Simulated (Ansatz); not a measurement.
# C₃H₆GaN: a ladder of functionals and wavefunction methods

One table from this session's results is given with a row withheld; the runs are named, their logs left out.

Method: functionals in def2-TZVPP, the program's frozen cores in correlated methods; program: Ansatz 0.2.0, Gaussian basis.

Plan: LDA (SPW92), PBE-D4, revPBE-D4, BLYP-D4, r2SCAN-D4, B97M-V, PBE0-D4, B3LYP-D4, r2SCANh-D4, r2SCAN0-D4, HSE06-D4, BHLYP-D4, CAM-B3LYP-D4, LC-ωPBE, ωB97X-V, ωB97M-V, B2PLYP, PBE-QIDH; CCSD(T)/def2-SVP; CCSD(T)/def2-TZVPP; MP2/def2-QZVPP; extrapolation to the limit; RPA on PBE.

**The relaxed structure**

The geometry comes from an earlier relaxation with PBE0-D4 in a triple-zeta def2 set; it is a stationary point, not always the lowest conformer.

SMILES `[CH3][Ga]([CH3])[C]#N`, 11 atoms, charge 0, spin multiplicity 1.

Atoms are counted from 1 here; the program's logs count them from 0.

Bond lengths: C1–Ga2 1.952 Å, C1–H6 1.090 Å, C1–H7 1.093 Å, C1–H8 1.093 Å, Ga2–C3 1.952 Å, Ga2–C4 1.971 Å, C3–H9 1.093 Å, C3–H10 1.090 Å, C3–H11 1.093 Å, C4–N5 1.154 Å. Angles: Ga2–C1–H6 112.5°, Ga2–C1–H7 109.7°, Ga2–C1–H8 109.6°, H6–C1–H7 109.0°, H6–C1–H8 108.9°, H7–C1–H8 107.0°, C1–Ga2–C3 131.5°, C1–Ga2–C4 114.2°, C3–Ga2–C4 114.2°, Ga2–C3–H9 109.7°, Ga2–C3–H10 112.5°, Ga2–C3–H11 109.6°, H9–C3–H10 109.0°, H9–C3–H11 107.0°, H10–C3–H11 108.9°, Ga2–C4–N5 180.0°.

Set-up of the first run:

The input, in.yaml:

```yaml
crystal:
  periodic: [false, false, false]
  atoms:
    - {symbol: C, position_ang: [-1.810449, 0.309873, 0.373915]}
    - {symbol: Ga, position_ang: [0.058938, 0.104914, -0.149644]}
    - {symbol: C, position_ang: [1.491083, -1.006632, 0.574342]}
    - {symbol: C, position_ang: [0.596764, 1.219766, -1.683016]}
    - {symbol: N, position_ang: [0.912333, 1.872750, -2.580726]}
    - {symbol: H, position_ang: [-2.076750, -0.316957, 1.224852]}
    - {symbol: H, position_ang: [-2.009040, 1.354612, 0.626482]}
    - {symbol: H, position_ang: [-2.457935, 0.056972, -0.469641]}
    - {symbol: H, position_ang: [2.324682, -0.373419, 0.888824]}
    - {symbol: H, position_ang: [1.164237, -1.608735, 1.422046]}
    - {symbol: H, position_ang: [1.871436, -1.670146, -0.206634]}
basis:
  gaussian: {orbitals: def2-TZVPP}
hamiltonian: {xc: lda}
output: {orbitals: {seedname: orbitals}}
```

Started as:

```console
ansatz run in.yaml --threads 2 --pin off --events-out ev --progress --plain --max-ram 32768MiB --backend cpu
```

Steps of the session up to this table: LDA; PBE-D4 (GGA); revPBE-D4 (GGA); BLYP-D4 (GGA); r2SCAN-D4 (meta-GGA); B97M-V (meta-GGA); B3LYP-D4 (hybrid); r2SCANh-D4 (hybrid); r2SCAN0-D4 (hybrid); HSE06-D4 (hybrid); BHLYP-D4 (hybrid); CAM-B3LYP-D4 (range-separated); LC-ωPBE (range-separated); ωB97X-V (range-separated); ωB97M-V (range-separated); B2PLYP (double hybrid); PBE-QIDH (double hybrid).

One of the session's tables, all rows but one given; the rest of the session is left out.

It belongs to the step «Frontier levels by functional». 

| functional | HOMO (eV) | LUMO (eV) | gap (eV) |
| --- | --- | --- | --- |
| LDA (SPW92) | -7.36 | -2.89 | 4.48 |
| PBE-D4 | -7.17 | -2.60 | 4.57 |
| revPBE-D4 | -7.11 | -2.47 | 4.64 |
| BLYP-D4 | -7.02 | -2.54 | 4.48 |
| r2SCAN-D4 | -7.43 | -2.38 | 5.05 |
| B97M-V | -7.44 | -2.49 | 4.96 |
| PBE0-D4 | ? | ? | ? |
| B3LYP-D4 | -8.17 | -2.06 | 6.11 |
| r2SCANh-D4 | -7.89 | -2.09 | 5.80 |
| r2SCAN0-D4 | -8.58 | -1.66 | 6.92 |
| HSE06-D4 | -8.01 | -2.14 | 5.86 |
| BHLYP-D4 | -9.52 | -1.00 | 8.52 |
| CAM-B3LYP-D4 | -9.75 | -0.87 | 8.88 |
| LC-ωPBE | -11.14 | 0.34 | 11.49 |
| ωB97X-V | -10.74 | 0.19 | 10.93 |
| ωB97M-V | -10.60 | -0.02 | 10.58 |

Estimate the missing values for PBE0-D4.

As computed: HOMO (eV): -8.40; LUMO (eV): -1.78; gap (eV): 6.63. In the column «HOMO (eV)» it lies between r2SCAN0-D4 (-8.58) and B3LYP-D4 (-8.17).
